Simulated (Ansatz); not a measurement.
# CH8OSi2: a dynamics run in two tries

Aim: a short trajectory for this system. SMILES of the start: CO[SiH2][SiH3].

Method: RKS PBE0-D4/6-31G*, in Ansatz 0.2.0.

## (1) The system as given

Bond lengths: Si1–O2 1.665 Å, O2–C3 1.412 Å, C3–H4 1.099 Å, C3–H5 1.094 Å, C3–H6 1.100 Å, Si1–Si7 2.332 Å, Si7–H8 1.491 Å, Si7–H9 1.493 Å, Si7–H10 1.491 Å, Si1–H11 1.498 Å, Si1–H12 1.498 Å. Angles (14 of 19 angles, heavy atoms first): Si1–O2–C3 119.9°, O2–Si1–Si7 107.2°, O2–Si1–H11 110.6°, O2–Si1–H12 110.9°, Si7–Si1–H11 110.6°, Si7–Si1–H12 110.9°, O2–C3–H4 111.6°, O2–C3–H5 108.2°, O2–C3–H6 111.6°, Si1–Si7–H8 111.0°, Si1–Si7–H9 109.1°, Si1–Si7–H10 111.0°, H11–Si1–H12 106.7°, H4–C3–H5 108.5°.

Coordinates:

```xyz
12

Si   -0.0294    0.0380    0.0755
O     0.0483   -0.3920    1.6822
C    -1.1307   -0.4359    2.4578
H    -1.8418   -1.1798    2.0709
H    -0.8567   -0.7170    3.4792
H    -1.6314    0.5426    2.4889
Si    2.1503    0.0040   -0.7538
H     2.7391   -1.3618   -0.6513
H     2.1306    0.4021   -2.1930
H     3.0200    0.9609   -0.0118
H    -0.6298    1.4023   -0.0777
H    -0.9062   -0.9073   -0.6877
```

## (2) First attempt

input.yaml reads:

```yaml
crystal:
  periodic: [false, false, false]
  atoms:
    - { symbol: Si, position_ang: [-0.029378, 0.037974, 0.075491] }
    - { symbol: O, position_ang: [0.048321, -0.392005, 1.682153] }
    - { symbol: C, position_ang: [-1.130711, -0.435912, 2.457826] }
    - { symbol: H, position_ang: [-1.841756, -1.179833, 2.070926] }
    - { symbol: H, position_ang: [-0.856681, -0.716956, 3.479223] }
    - { symbol: H, position_ang: [-1.631448, 0.542551, 2.488885] }
    - { symbol: Si, position_ang: [2.150298, 0.003972, -0.753758] }
    - { symbol: H, position_ang: [2.739074, -1.361789, -0.651252] }
    - { symbol: H, position_ang: [2.130557, 0.402106, -2.192986] }
    - { symbol: H, position_ang: [3.019982, 0.960943, -0.011818] }
    - { symbol: H, position_ang: [-0.629802, 1.402281, -0.077654] }
    - { symbol: H, position_ang: [-0.906157, -0.907332, -0.687736] }
basis:
  gaussian: { orbitals: "6-31G*" }
hamiltonian:
  xc: pbe0
  dispersion: d4
md:
  timestep: 0.5
  n_steps: 25
  ensemble: nve
  temperature: 2000.0
  initial_velocities: maxwell_boltzmann
  seed: 781172
  dt: 0.5
```

The run is started by

```sh
> ansatz run input.yaml --threads 2 --pin off --max-ram 3072MiB --backend cpu --events-out ev --progress --plain --runs-dir out
```

Before running it: what results should come out? Wanted: first try.

As calculated:

| quantity | value |
| --- | --- |
| first try | refused |
| cause | one key bears a name from other programs (dt, n_images) that this one doesn't know |

The fault in the first input was caught at the input check and cost nothing.
